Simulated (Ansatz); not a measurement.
# Zr2SF2: the cost of one run

Computed with Ansatz 0.2.0 (DFT PBE, scalar-relativistic, plane waves, PAW, unless a step's input says otherwise).

**1. Starting point**

Symmetry: R3m, No. 160, trigonal system. Conventional cell: a = 3.775 Å, b = 3.775 Å, c = 18.496 Å, α = 90.00°, β = 90.00°, γ = 120.00°. Zr (site symmetry 3m) is surrounded by 4 F at 2.31 Å and 3 S at 2.31 Å. Around Zr (site symmetry 3m) lie 4 F at 2.31 Å and 1 S at 2.31 Å. Around S (site symmetry 3m) lie 4 Zr at 2.31 Å. F (site symmetry 3m) is surrounded by 4 Zr at 2.31 Å.

Structure file:

```xyz
5
Lattice="1.8877 1.0899 6.1653 -1.8877 1.0899 6.1653 0.0000 -2.1798 6.1653" Properties=species:S:1:pos:R:3 pbc="T T T"
Zr    0.0000    0.0000    0.0000
Zr    0.0000    0.0000    9.2480
S     0.0000    0.0000    6.9360
F     0.0000    0.0000    2.3120
F     0.0000    0.0000   11.5600
```

The cell is invented: ordered mixture with vacancies on the anion sites of fluorite (R3m, No. 160). The dimensions are guesses.

**2. A first look at the guess**

Contents of input.yaml:

```yaml
crystal:
  lattice:
    - [1.8877401, 1.08988725, 6.16533333]
    - [-1.8877401, 1.08988725, 6.16533333]
    - [0.0, -2.1797745, 6.16533333]
  atoms:
    - { symbol: Zr, position: [0.0, 0.0, 0.0] }
    - { symbol: Zr, position: [0.5, 0.5, 0.5] }
    - { symbol: S, position: [0.375, 0.375, 0.375] }
    - { symbol: F, position: [0.125, 0.125, 0.125] }
    - { symbol: F, position: [0.625, 0.625, 0.625] }
basis:
  ecutwfc: 420
kpoints:
  mp_grid: { grid: [6, 6, 6] }
hamiltonian:
  xc: pbe
scf:
  occupations: { method: gaussian, width: 0.1 }
  lower_state_search: "off"
output:
  forces: true
  stress: true
  eigenvalues: true
```

Command:

```console
$ ansatz run input.yaml --threads 1 --pin off --max-ram 2560MiB --backend cpu --events-out ev --progress --plain --runs-dir out
```

What time and memory should one allow on 1 thread of Intel Xeon at 2.50GHz (Skylake/Cascade Lake), shared host?

About 12 s, with a peak of 0.36 GiB.
